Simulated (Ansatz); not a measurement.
**ClFH₄SiSn: one species, many methods**

One table from this session's results is given with a row withheld; the runs are named, their logs left out.

Computed with Ansatz 0.2.0, Gaussian basis. Level: functionals in def2-TZVPP, the program's frozen cores in correlated methods.

Plan: LDA (SPW92), PBE-D4, revPBE-D4, BLYP-D4, r2SCAN-D4, B97M-V, PBE0-D4, B3LYP-D4, r2SCANh-D4, r2SCAN0-D4, HSE06-D4, BHLYP-D4, CAM-B3LYP-D4, LC-ωPBE, ωB97X-V, ωB97M-V, B2PLYP, PBE-QIDH; CCSD(T)/def2-SVP; CCSD(T)/def2-TZVPP; MP2/def2-QZVPP; extrapolation to the limit; RPA on PBE.

**The relaxed structure**

All runs share one geometry, relaxed beforehand with PBE0-D4 in a triple-zeta def2 set. Sn takes the def2 core potential; no spin-orbit term is included.

SMILES `[F][SnH]([SiH3])[Cl]`, 8 atoms, charge 0, spin multiplicity 1.

Atoms are counted from 1 here; the program's logs count them from 0.

Bond lengths: F1–Sn2 1.922 Å, Sn2–Si3 2.562 Å, Sn2–Cl4 2.326 Å, Sn2–H5 1.703 Å, Si3–H6 1.483 Å, Si3–H7 1.483 Å, Si3–H8 1.481 Å. Angles: F1–Sn2–Si3 106.4°, F1–Sn2–Cl4 104.0°, F1–Sn2–H5 104.3°, Si3–Sn2–Cl4 108.4°, Si3–Sn2–H5 125.0°, Cl4–Sn2–H5 106.7°, Sn2–Si3–H6 108.7°, Sn2–Si3–H7 108.0°, Sn2–Si3–H8 107.4°, H6–Si3–H7 110.5°, H6–Si3–H8 111.2°, H7–Si3–H8 111.0°.

Geometry (Å):

```tsv
atom	x (Å)	y (Å)	z (Å)
F1	-2.1644	1.2073	0.0650
Sn2	-0.4911	0.7439	-0.7604
Si3	0.7724	-0.7107	0.9286
Cl4	-1.1037	-0.5888	-2.5662
H5	0.0810	2.2122	-1.4060
H6	1.0775	0.1078	2.1275
H7	2.0254	-1.1749	0.2849
H8	-0.1049	-1.8540	1.2709
```

The first run:

in.yaml reads:

```yaml
crystal:
  periodic: [false, false, false]
  atoms:
    - {symbol: F, position_ang: [-2.164365, 1.207333, 0.064962]}
    - {symbol: Sn, position_ang: [-0.491100, 0.743912, -0.760392]}
    - {symbol: Si, position_ang: [0.772395, -0.710697, 0.928592]}
    - {symbol: Cl, position_ang: [-1.103698, -0.588813, -2.566222]}
    - {symbol: H, position_ang: [0.080979, 2.212243, -1.405957]}
    - {symbol: H, position_ang: [1.077496, 0.107757, 2.127482]}
    - {symbol: H, position_ang: [2.025364, -1.174907, 0.284903]}
    - {symbol: H, position_ang: [-0.104872, -1.854027, 1.270931]}
basis:
  gaussian: {orbitals: def2-TZVPP}
hamiltonian: {xc: lda}
output: {orbitals: {seedname: orbitals}}
```

Among the steps run: LDA; PBE-D4 (GGA); revPBE-D4 (GGA); BLYP-D4 (GGA); r2SCAN-D4 (meta-GGA); B97M-V (meta-GGA); PBE0-D4 (hybrid); B3LYP-D4 (hybrid); r2SCANh-D4 (hybrid); r2SCAN0-D4 (hybrid); HSE06-D4 (hybrid); BHLYP-D4 (hybrid); CAM-B3LYP-D4 (range-separated); LC-ωPBE-D4 (range-separated; the results give it without D4); ωB97X-V (range-separated); ωB97M-V (range-separated); B2PLYP (double hybrid); PBE-QIDH (double hybrid).

One of the session's tables, all rows but one given; the rest of the session is left out.

It belongs to the step «Orbital energies across the functionals». 

```
  functional  HOMO (eV)  gap (eV)
 LDA (SPW92)      -7.32      4.93
      PBE-D4      -7.21      5.08
   revPBE-D4      -7.16      5.13
     BLYP-D4      -7.06      5.00
   r2SCAN-D4      -7.53      5.68
      B97M-V      -7.65      5.76
     PBE0-D4      -8.44      7.20
    B3LYP-D4      -8.21      6.70
  r2SCANh-D4      -7.97      6.44
  r2SCAN0-D4          ?         ?
    HSE06-D4      -8.05      6.44
    BHLYP-D4      -9.51      9.18
CAM-B3LYP-D4      -9.70      9.44
     LC-ωPBE     -11.00     11.91
     ωB97X-V     -10.67     11.47
     ωB97M-V     -10.48     11.03
```

Q: Estimate the row for r2SCAN0-D4 from the others.

Worked estimate for «HOMO (eV)». Against the share of exact exchange, r2SCAN-D4 (0, -7.53), r2SCANh-D4 (0.1, -7.97) give a slope of -4.40 per unit share; at 0.25 the line stands at -8.63.

The run gave: HOMO (eV): -8.64; gap (eV): 7.55. In «HOMO (eV)» the line misses by +0.01.
